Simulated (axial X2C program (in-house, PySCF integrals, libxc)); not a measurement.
# A two-component session on InCu: properties at the nuclei

Wanted for InCu: properties at the nuclei, at the two-component level.

Computed with an in-house X2C program for linear molecules on PySCF integrals. Level: two-component X2C with atomic mean-field terms, In dyall-cv3z, Cu dyall-cv3z.

All values are calculated.

## 1. The job

task.json

```json
{
 "zs": [
  49,
  29
 ],
 "q": 0,
 "bas": [
  "dyall-cv3z",
  "dyall-cv3z"
 ],
 "r0": 2.54,
 "levels": [
  "PBE0",
  "HF",
  "BHandHLYP",
  "B3LYP",
  "LDA"
 ],
 "nst": 3
}
```

Keys: zs atomic numbers; q charge; bas basis sets; r0 starting distance in Å; levels methods (HF also brings MP2); nst determinants followed.

Command:

```
$ python soeom.py task.json out
```

Nuclei are Gaussian, cores are contracted, and the Gaunt term is on.

## 2. Expectation values, lowest determinant

R = 2.558 Å. State: Ω = 0 (closed shell).

Output of the PBE0 run:

```text
two-component X2C + atomic mean field  PBE0
basis functions 234  fitting functions 1235  grid points 5802
iter        total energy     max residual
   1      -7532.291099899     3.43e-01
   2      -7532.354123516     2.30e-03
   3      -7532.354157423     1.20e-03
   4      -7532.354171239     5.20e-04
   5      -7532.354173107     3.10e-04
   6      -7532.354174316     5.64e-05
   7      -7532.354174324     3.43e-05
   8      -7532.354174341     5.12e-06
   9      -7532.354174342     2.72e-06
converged
one-electron -10980.05612621  Coulomb 3386.19517593  exact exchange -56.21062185  xc functional -172.46219335  nuclear repulsion 293.96435368  atomic mean-field constant -3.78476254
```

The highest occupied spinor is 49% In p, 40% Cu s, 6% In s.

| level | qzz In (a.u.) | qzz Cu (a.u.) | μ (D) |
| --- | --- | --- | --- |
| PBE0 | -5.34 | 0.32 | -0.90 |
| HF | -6.10 | -0.10 | 1.09 |
| BHandHLYP | -5.64 | 0.16 | -0.59 |
| B3LYP | -5.14 | 0.39 | -1.33 |
| LDA | -4.82 | 0.56 | -1.57 |

Eeff is the effective electric field on the electron dipole moment in this Ω state and Ws the scalar–pseudoscalar constant (defined with the proton number Z and per Ω); A∥ is the parallel hyperfine constant, which follows by multiplying with the nuclear g factor gI = μI/(I μN); qzz is the electric field gradient, eQq0 = 234.96 MHz × Q/barn × qzz; μ is positive if Cu is the positive end. The operators were transformed with the bare-nucleus X2C matrices.

## 3. Expectation values, a higher determinant

R = 2.558 Å. State: Ω = 2 (excess of +ω over −ω: ω = 1/2, ω = 3/2), 1.36 eV above the lowest in the PBE0 search for states (made at or near this distance, with looser thresholds).

Output of the PBE0 run:

```text
two-component X2C + atomic mean field  PBE0
basis functions 234  fitting functions 1235  grid points 5802
iter        total energy     max residual
   1      -7532.245362769     3.45e-01
   2      -7532.304130173     1.86e-03
   3      -7532.304153192     7.88e-04
   4      -7532.304157568     4.98e-04
   5      -7532.304160614     1.87e-04
   6      -7532.304161167     5.25e-05
   7      -7532.304161203     3.77e-05
   8      -7532.304161220     1.30e-05
   9      -7532.304161223     3.78e-06
converged
one-electron -10979.25504409  Coulomb 3385.45465686  exact exchange -56.22281362  xc functional -172.46055151  nuclear repulsion 293.96435368  atomic mean-field constant -3.78476254
```

The highest occupied spinor is 78% In p, 20% Cu p, 3% Cu d.

| level | Eeff magnitude (GV/cm) | Ws magnitude In (kHz) | A∥/gI In (MHz) | qzz In (a.u.) | A∥/gI Cu (MHz) | qzz Cu (a.u.) | μ (D) |
| --- | --- | --- | --- | --- | --- | --- | --- |
| PBE0 | 8.65 | 2.48 | 453 | -0.20 | 782 | 0.29 | 0.91 |
| HF | 13.9 | 3.97 | 262 | -1.02 | 566 | 0.00 | 2.33 |
| BHandHLYP | 9.57 | 2.74 | 466 | -0.17 | 757 | 0.19 | 1.15 |
| B3LYP | 7.76 | 2.23 | 502 | 0.02 | 835 | 0.33 | 0.65 |
| LDA | 6.8 | 1.97 | 539 | 0.01 | 886 | 0.43 | 0.43 |

## 4. Expectation values, a higher determinant

R = 2.558 Å. State: Ω = 1 (excess of +ω over −ω: 2 × ω = 1/2), 1.39 eV above the lowest in the PBE0 search for states (made at or near this distance, with looser thresholds).

Output of the PBE0 run:

```text
two-component X2C + atomic mean field  PBE0
basis functions 234  fitting functions 1235  grid points 5802
iter        total energy     max residual
   1      -7532.243997685     3.53e-01
   2      -7532.303180869     1.90e-03
   3      -7532.303205821     8.18e-04
   4      -7532.303211731     5.02e-04
   5      -7532.303214406     2.16e-04
   6      -7532.303215057     3.64e-05
   7      -7532.303215106     2.76e-05
   8      -7532.303215128     1.68e-05
   9      -7532.303215137     8.37e-06
converged
one-electron -10979.42638732  Coulomb 3385.62535457  exact exchange -56.22159027  xc functional -172.46018325  nuclear repulsion 293.96435368  atomic mean-field constant -3.78476254
```

The highest occupied spinor is 81% In p, 15% Cu p, 3% Cu d.

| level | Eeff magnitude (GV/cm) | Ws magnitude In (kHz) | A∥/gI In (MHz) | qzz In (a.u.) | A∥/gI Cu (MHz) | qzz Cu (a.u.) | μ (D) |
| --- | --- | --- | --- | --- | --- | --- | --- |
| PBE0 | 7.52 | 4.26 | 1530 | 0.35 | 1690 | 0.21 | 0.92 |
| HF | 10.1 | 5.64 | 1210 | -0.29 | 1330 | 0.00 | 2.04 |
| BHandHLYP | 7.85 | 4.42 | 1410 | 0.31 | 1610 | 0.13 | 1.09 |
| B3LYP | 6.7 | 3.82 | 1520 | 0.47 | 1750 | 0.24 | 0.68 |
| LDA | 5.98 | 3.43 | 1670 | 0.48 | 1860 | 0.33 | 0.49 |

## 5. Outcome

| quantity | value |
| --- | --- |
| lowest determinant | Ω = 0 (closed shell) |
| qzz In (a.u.), PBE0 | -5.34 |
| qzz Cu (a.u.), PBE0 | 0.32 |
| μ (D), PBE0 | -0.90 |
| higher determinant | Ω = 2 (excess of +ω over −ω: ω = 1/2, ω = 3/2) |
| Eeff magnitude (GV/cm), PBE0, higher determinant | 8.65 |
| Ws magnitude In (kHz), PBE0, higher determinant | 2.48 |
| A∥/gI In (MHz), PBE0, higher determinant | 453 |
| qzz In (a.u.), PBE0, higher determinant | -0.20 |
| higher determinant | Ω = 1 (excess of +ω over −ω: 2 × ω = 1/2) |
| Eeff magnitude (GV/cm), PBE0, higher determinant | 7.52 |
| Ws magnitude In (kHz), PBE0, higher determinant | 4.26 |
| A∥/gI In (MHz), PBE0, higher determinant | 1530 |
| qzz In (a.u.), PBE0, higher determinant | 0.35 |

The expectation values come from single determinants, which for open shells can mix terms of unlike spin or miss the lowest Ω, so a determinant need not be a state. Eeff is the effective electric field on the electron dipole moment in this Ω state and Ws the scalar–pseudoscalar constant (defined with the proton number Z and per Ω); A∥ is the parallel hyperfine constant, which follows by multiplying with the nuclear g factor gI = μI/(I μN); qzz is the electric field gradient, eQq0 = 234.96 MHz × Q/barn × qzz; μ is positive if Cu is the positive end. The operators were transformed with the bare-nucleus X2C matrices.
